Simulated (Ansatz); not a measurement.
Write a Python script for Ansatz 0.2.0 through its Python package that makes a check of forces and pressure against finite differences of Li (distorted cell). Use (first run): LDA, PAW, cutoff 540 eV, 5×5×7 k-points, Fermi-Dirac smearing of 0.1 eV.

```cif
data_structure
_symmetry_space_group_name_H-M 'P 1'
_symmetry_Int_Tables_number 1
_cell_length_a 4.9489
_cell_length_b 4.9489
_cell_length_c 2.8888
_cell_angle_alpha 90.000
_cell_angle_beta 90.000
_cell_angle_gamma 120.000
_cell_volume 61.27
loop_
_atom_site_label
_atom_site_type_symbol
_atom_site_fract_x
_atom_site_fract_y
_atom_site_fract_z
_atom_site_occupancy
Li1 Li 0.03434 0.03029 0.95061 1
Li2 Li 0.65194 0.29618 0.51318 1
Li3 Li 0.34005 0.66533 0.54482 1
```

Script `run_fdcheck.py`:
```python
"""Forces and pressure of Li against finite differences of the energy with displaced atoms."""

import ansatz as az
import numpy as np

SETTINGS = {
    "xc": "lda",
    "filling": "fermi_dirac",
    "width_ev": 0.1,
    "cutoff_ev": 540,
    "kgrid": (5, 5, 7),
    "tolerance": 1e-09,
}

vectors0 = np.array([
    [4.94887, 0.0, 0.0],
    [-2.47443, 4.28584, 0.0],
    [0.0, 0.0, 2.88884],
])
sites = [
    ("Li", (0.03434, 0.03029, 0.95061)),
    ("Li", (0.65194, 0.29618, 0.51318)),
    ("Li", (0.34005, 0.66533, 0.54482)),
]


def build(cell):
    crystal = az.Crystal(lattice=az.Lattice.of(cell))
    for symbol, position in sites:
        crystal = crystal.atom(symbol, position)
    return crystal

def solve(crystal):
    return (
        crystal.calculation()
        .functional(SETTINGS["xc"])
        .occupations(SETTINGS["filling"], width=SETTINGS["width_ev"])
        .basis(SETTINGS["cutoff_ev"], xc_grid=2)
        .kpoints(*SETTINGS["kgrid"])
        .scf(tolerance=SETTINGS["tolerance"])
        .forces()
        .stress()
        .run(threads=1)
    ).report


centre = solve(build(vectors0))
start = build(vectors0)
# move one atom both ways along a Cartesian axis
print(f"force on atom 1 along y: analytic {centre['forces_ev_ang'][1][1]:.4f} eV/A")
for h in (0.004, 0.016):
    shift = np.eye(3)[1] * h @ np.linalg.inv(vectors0)
    plus, minus = (solve(start.move(1, to=np.array(sites[1][1]) + sign * shift))["lagrangian_ev"] for sign in (1, -1))
    print(f"  step {h} A: numerical {-(plus - minus) / (2 * h):.4f} eV/A")
# P = -dF/dV; the difference feels the change of the plane-wave count with the cell
volume = abs(np.linalg.det(vectors0))
larger, smaller = (solve(build(vectors0 * (1 + sign * 0.005) ** (1 / 3)))["lagrangian_ev"] for sign in (1, -1))
numerical = -(larger - smaller) / (0.01 * volume) * 160.21766
print(f"pressure: analytic {np.trace(centre['stress_gpa']) / 3:.3f}, numerical {numerical:.3f} GPa")
```

Running `python run_fdcheck.py` prints:
```text
DeckWarning: output.stress: scf.convergence.dr2_threshold = 1e-9 eV is looser than the 3e-10 eV advised for a printed stress (1e-10 eV for each atom of the cell: 3). What an SCF threshold leaves in a [...]
force on atom 1 along y: analytic 0.2805 eV/A
  step 0.004 A: numerical 0.2805 eV/A
  step 0.016 A: numerical 0.2806 eV/A
pressure: analytic -0.734, numerical -0.734 GPa
```
(Warnings from the package without file and line, shortened.)

Notes:
- For a metal this k-point mesh is coarse: on a finer one energies can move by several to tens of meV an atom and pressures by half a GPa or more, differences at one mesh by less.
- Pressure is positive in compression.
- The cell is a database structure, distorted on purpose.
- The central difference errs as the square of the step, so the shorter step is the fairer test; what remains comes from the finite grid and the SCF threshold.
- Finished in 42 s on 1 thread of Arm Neoverse V1 (shared host), peak memory 0.44 GiB.
